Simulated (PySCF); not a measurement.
# C7H14Si2: the cost of one run

Computed with PySCF 2.14.0, with density-fitted response routines of our own, on a single molecule, in the gas phase or a continuum. Atoms are numbered from 0 throughout.

## (1) Starting geometry

23 atoms, charge 0, multiplicity 1; geometry from: GFN2-xTB.

Bonds of the start (Å): Si0–C1 1.85, C1–C2 1.21, C2–Si3 1.85, Si3–C4 1.90, C4–C5 1.53, C5–C6 1.53, C6–C7 1.53, C7–C8 1.54, C8–C4 1.54, Si0–H9 1.47, Si0–H10 1.47, Si0–H11 1.47, Si3–H12 1.47, Si3–H13 1.47, C4–H14 1.10, C5–H15 1.09, C5–H16 1.09, C6–H17 1.09, C6–H18 1.09, C7–H19 1.09, C7–H20 1.09, C8–H21 1.09, C8–H22 1.09.

## (2) Relaxing the molecule at PBE0-D3(BJ)/def2-SVP

What the job is given:

```
{"job": {"xc": "PBE0", "basis": "def2-SVP", "d3": "d3bj", "grid": 1, "kind": "geom"}, "charge": 0, "multiplicity": 1}
Si     4.158101    -1.032485     0.246574
C      2.765699     0.023459    -0.357669
C      1.855946     0.717800    -0.755443
Si     0.418308     1.743087    -1.311844
C     -1.131030     0.979533    -0.511069
C     -1.393638    -0.474313    -0.905310
C     -2.415082    -0.930000     0.132500
C     -1.927745    -0.292476     1.439448
C     -1.070251     0.919159     1.022855
H      5.267503    -0.154072     0.626694
H      4.553229    -1.935290    -0.838508
H      3.688848    -1.798192     1.405293
H      0.606692     3.122657    -0.844435
H      0.320918     1.691541    -2.776156
H     -2.014750     1.561612    -0.796423
H     -0.478174    -1.062132    -0.809038
H     -1.760690    -0.571423    -1.927086
H     -3.400407    -0.540850    -0.131259
H     -2.487382    -2.014613     0.204688
H     -2.764530     0.003232     2.072009
H     -1.323344    -1.004239     2.002212
H     -0.040575     0.774577     1.355155
H     -1.432396     1.846286     1.466889
```

The run is started by

```console
$ OMP_NUM_THREADS=1 python probes_run.py task.json out
```

This one command runs all jobs of the session in turn.

**Question.** How long does this first job take on 1 thread of Arm Neoverse N1, shared host, and how much memory does it need?

About 3.4 min, with a peak of 0.88 GiB.
